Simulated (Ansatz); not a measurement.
# CH3F3OSn: how energies converge with the basis set

One table from this session's results is given with a row withheld; the runs are named, their logs left out.

Method: one geometry, several basis sets; program: Ansatz 0.2.0, Gaussian basis.

Plan: PBE0-D4/def2-SVP; ωB97M-V/def2-SVP; PBE0-D4/def2-QZVPP; ωB97M-V/def2-QZVPP; the functionals' def2-TZVPP values are taken from earlier runs.

### The geometry

All runs share one geometry, relaxed beforehand with PBE0-D4 in a triple-zeta def2 set. Sn takes the def2 core potential; no spin-orbit term is included.

SMILES `C[O][Sn]([F])([F])[F]`, 9 atoms, charge 0, spin multiplicity 1.

Atoms are counted from 1 here; the program's logs count them from 0.

Bond lengths: C1–O2 1.423 Å, C1–H7 1.091 Å, C1–H8 1.094 Å, C1–H9 1.094 Å, O2–Sn3 1.916 Å, Sn3–F4 1.890 Å, Sn3–F5 1.881 Å, Sn3–F6 1.890 Å. Angles: O2–C1–H7 106.5°, O2–C1–H8 111.9°, O2–C1–H9 112.0°, H7–C1–H8 108.6°, H7–C1–H9 108.5°, H8–C1–H9 109.3°, C1–O2–Sn3 120.8°, O2–Sn3–F4 112.5°, O2–Sn3–F5 109.6°, O2–Sn3–F6 112.3°, F4–Sn3–F5 108.0°, F4–Sn3–F6 106.2°, F5–Sn3–F6 108.2°.

Geometry (Å):

```mol
CH3F3OSn
  3D, bonds by distance, orders not assigned

  9  8  0  0  0  0  0  0  0  0999 V2000
    0.2163   -1.2213    0.9000 C   0  0
    0.9004   -0.3057    0.0519 O   0  0
   -0.0483    1.0969   -0.8456 Sn  0  0
   -1.3599    0.4354   -2.0348 F   0  0
    1.1618    2.1417   -1.8369 F   0  0
   -0.9573    2.2324    0.3615 F   0  0
    0.9729   -1.9000    1.2969 H   0  0
   -0.5254   -1.8094    0.3513 H   0  0
   -0.2720   -0.7161    1.7386 H   0  0
  1  2  8  0
  2  3  8  0
  3  4  8  0
  3  5  8  0
  3  6  8  0
  1  7  8  0
  1  8  8  0
  1  9  8  0
M  END
```

Set-up of the first run:

in.yaml reads:

```yaml
crystal:
  periodic: [false, false, false]
  atoms:
    - {symbol: C, position_ang: [0.216340, -1.221350, 0.899990]}
    - {symbol: O, position_ang: [0.900371, -0.305681, 0.051922]}
    - {symbol: Sn, position_ang: [-0.048344, 1.096879, -0.845566]}
    - {symbol: F, position_ang: [-1.359875, 0.435373, -2.034756]}
    - {symbol: F, position_ang: [1.161823, 2.141728, -1.836859]}
    - {symbol: F, position_ang: [-0.957336, 2.232412, 0.361534]}
    - {symbol: H, position_ang: [0.972945, -1.899967, 1.296885]}
    - {symbol: H, position_ang: [-0.525421, -1.809426, 0.351336]}
    - {symbol: H, position_ang: [-0.272002, -0.716070, 1.738615]}
basis:
  gaussian: {orbitals: def2-SVP}
hamiltonian: {xc: pbe0, dispersion: d4}
output: {orbitals: {seedname: orbitals}}
```

Among the steps run: PBE0-D4 in def2-SVP; ωB97M-V in def2-SVP; PBE0-D4 in def2-QZVPP; ωB97M-V in def2-QZVPP.

One table of the session follows, with a row left open; its other results are not shown here.

It belongs to the step «Functionals by basis». 

| functional | basis | HOMO (eV) | LUMO (eV) |
| --- | --- | --- | --- |
| PBE0-D4 | def2-SVP | -9.08 | -2.71 |
| PBE0-D4 | def2-TZVPP | -9.21 | -2.90 |
| PBE0-D4 | def2-QZVPP | -9.23 | -2.94 |
| ωB97M-V | def2-SVP | -11.48 | -0.52 |
| ωB97M-V | def2-TZVPP | -11.64 | -0.77 |
| ωB97M-V | def2-QZVPP | ? | ? |

**Question.** Estimate the row for ωB97M-V, def2-QZVPP.

The run gave: HOMO (eV): -11.66; LUMO (eV): -0.87. In the column «HOMO (eV)» it is the lowest.
